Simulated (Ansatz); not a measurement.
**CH4AlClO (SMILES C[O][AlH][Cl]) at BCCD(T)/6-31G(d) (spherical functions)**

Aim: the vertical ionisation energy of CH4AlClO at BCCD(T)/6-31G* (spherical functions), from 2 runs. 

The results are computed with Ansatz 0.2.0.

128 further runs of the same task are left out: 128 set aside as unsound or not needed.

### Step 1. The system as given

CH4AlClO: 8 atoms, total charge 0, spin state singlet. As SMILES, `C[O][AlH][Cl]`. The shape is that of a PBE0-D4/def2-TZVP optimisation. This is one conformer, not always the lowest.

Bond lengths: C1–O2 1.400 Å, O2–Al3 1.672 Å, Al3–Cl4 2.097 Å, C1–H5 1.094 Å, C1–H6 1.096 Å, C1–H7 1.094 Å, Al3–H8 1.563 Å. Angles: C1–O2–Al3 136.5°, O2–Al3–Cl4 118.9°, O2–C1–H5 109.9°, O2–C1–H6 112.3°, O2–C1–H7 109.8°, O2–Al3–H8 119.8°, Cl4–Al3–H8 121.3°, H5–C1–H6 108.3°, H5–C1–H7 108.0°, H6–C1–H7 108.3°.

### Step 2. The energy at BCCD(T)/6-31G(d) (spherical functions)

Input file molecule.yaml:

```yaml
crystal:
  periodic: [false, false, false]
  atoms:
    - {symbol: C, position_ang: [0.132200, 1.250600, 0.263000]}
    - {symbol: O, position_ang: [0.645300, 0.052000, -0.246000]}
    - {symbol: Al, position_ang: [0.103400, -1.519700, -0.426600]}
    - {symbol: Cl, position_ang: [-1.829000, -2.007800, 0.224400]}
    - {symbol: H, position_ang: [0.118400, 2.012400, -0.522500]}
    - {symbol: H, position_ang: [-0.886500, 1.136200, 0.650000]}
    - {symbol: H, position_ang: [0.770200, 1.612600, 1.075000]}
    - {symbol: H, position_ang: [1.038000, -2.593300, -1.072900]}
basis:
  gaussian: {orbitals: 6-31G_st_-spherical.json}
correlation: {method: bccd_t, frozen_orbitals: {Al: 5, C: 1, Cl: 5, H: 0, O: 1}}
accuracy: high
scf: {omitted_lower_state_checks: [cluster_reference, increment]}
```

The basis set 6-31G* is read from a file made from the Basis Set Exchange's data (not shown).

Launch:

```sh
$ ansatz run molecule.yaml --threads 1 --pin off --max-ram 3480MiB --events-out events.jsonl --progress --plain --runs-dir runs
```

Standard output, cut to the lines that bear on the results:

```text
Warning: RAYON_NUM_THREADS=1 ignored (pool sized by the plan → 1); use --threads N
Functional definition: HF
  name "HF"
[...]
1587 factors; integrals over basis functions are off by at most 7.4e-9 eV
[...]
mean field -22219.54974401 eV, -816.5533921405 hartree, gradient 1.5e-8 eV, S^2 0.000000; 0 other end points of the search recorded, 0 dependent functions left out
12 core orbitals not correlated: weight in the atoms' cores, before any rotation towards them, 1.000 or more for the frozen orbitals, at most 0.000 for the correlated occupied ones
reference -22219.54974401 eV, -816.5533921405 hartree; 12, 12 occupied and 48, 48 virtual orbitals, 1587 factors
second order -13.09745816 eV of doubles, -0.00000000 eV of singles
cycle   1  -13.67413207 eV  change   -5.8e-1 eV  update   8.9e-2
[...]
cycle  20  -14.08358213 eV  change   -1.8e-9 eV  update   2.4e-9
perturbative correction -0.35193528 eV, -0.0129333829 hartree
Total energy: -22233.98526142 eV, -817.0838876207 hartree
Checks for a lower state left out: cluster_reference, increment
```

Wall time 8.7 s (1 thread of Intel Xeon Platinum 8488C (Sapphire Rapids), shared host); peak memory 0.39 GiB.

### Step 3. The doublet cation, same level

Changes to molecule.yaml since step 2:

```diff
@@ -12,5 +12,13 @@
 basis:
-  gaussian: {orbitals: 6-31G_st_-spherical.json}
-correlation: {method: bccd_t, frozen_orbitals: {Al: 5, C: 1, Cl: 5, H: 0, O: 1}}
+  gaussian:
+    orbitals: 6-31G_st_-spherical.json
+total_charge: 1
+magnetization:
+  spin_polarized: true
+  initial_magnetization: 1
+correlation:
+  method: bccd_t
+  frozen_orbitals: {Al: 5, C: 1, Cl: 5, H: 0, O: 1}
 accuracy: high
-scf: {omitted_lower_state_checks: [cluster_reference, increment]}
+scf:
+  omitted_lower_state_checks: [cluster_reference, increment]
```

The basis set 6-31G* is read from a file made from the Basis Set Exchange's data (not shown).

Launch:

```sh
$ ansatz run molecule.yaml --threads 1 --pin off --max-ram 3480MiB --events-out events.jsonl --progress --plain --runs-dir runs
```

Standard output, cut to the lines that bear on the results:

```text
Warning: RAYON_NUM_THREADS=1 ignored (pool sized by the plan → 1); use --threads N
Functional definition: HF
  name "HF"
[...]
1587 factors; integrals over basis functions are off by at most 7.4e-9 eV
[...]
mean field -22209.71401142 eV, -816.1919356348 hartree, gradient 3.0e-8 eV, S^2 0.759894; 9 other end points of the search recorded, 0 dependent functions left out
12 core orbitals not correlated: weight in the atoms' cores, before any rotation towards them, 1.000 or more for the frozen orbitals, at most 0.000 for the correlated occupied ones
reference -22209.71401142 eV, -816.1919356348 hartree; 12, 11 occupied and 48, 49 virtual orbitals, 1587 factors
second order -11.80640754 eV of doubles, -0.00000000 eV of singles
cycle   1  -12.71828872 eV  change   -9.1e-1 eV  update   9.7e-2
[...]
cycle  47  -13.20389133 eV  change   1.1e-10 eV  update   2.6e-9
perturbative correction -0.37814632 eV, -0.0138966209 hartree
Total energy: -22223.29604907 eV, -816.6910663121 hartree
Checks for a lower state left out: cluster_reference, increment
```

Run time: 56 s. Hardware: 1 thread of Intel Xeon Platinum 8488C (Sapphire Rapids), shared host; peak memory 0.66 GiB.

### Step 4. Outcome

Level: BCCD(T)/6-31G* (spherical functions), 12 core orbitals frozen.

```
                                                      quantity          value
                                singlet CH4AlClO: total energy  -817.08389 Eh
singlet CH4AlClO: correlation energy (12 core orbitals frozen)     -530.5 mEh
                              singlet CH4AlClO: (T) correction     -12.93 mEh
                                  doublet cation: total energy  -816.69107 Eh
  doublet cation: correlation energy (12 core orbitals frozen)     -499.1 mEh
                                doublet cation: (T) correction     -13.90 mEh
             doublet cation: ⟨S²⟩ of the reference determinant          0.760
            vertical ionisation energy (to the doublet cation)      10.689 eV
```

In words: Removing an electron at fixed nuclei costs 10.69 eV (1031 kJ/mol). The triples (singlet CH4AlClO) make up 2.4 % of the correlation energy. The triples (doublet cation) make up 2.8 % of the correlation energy.
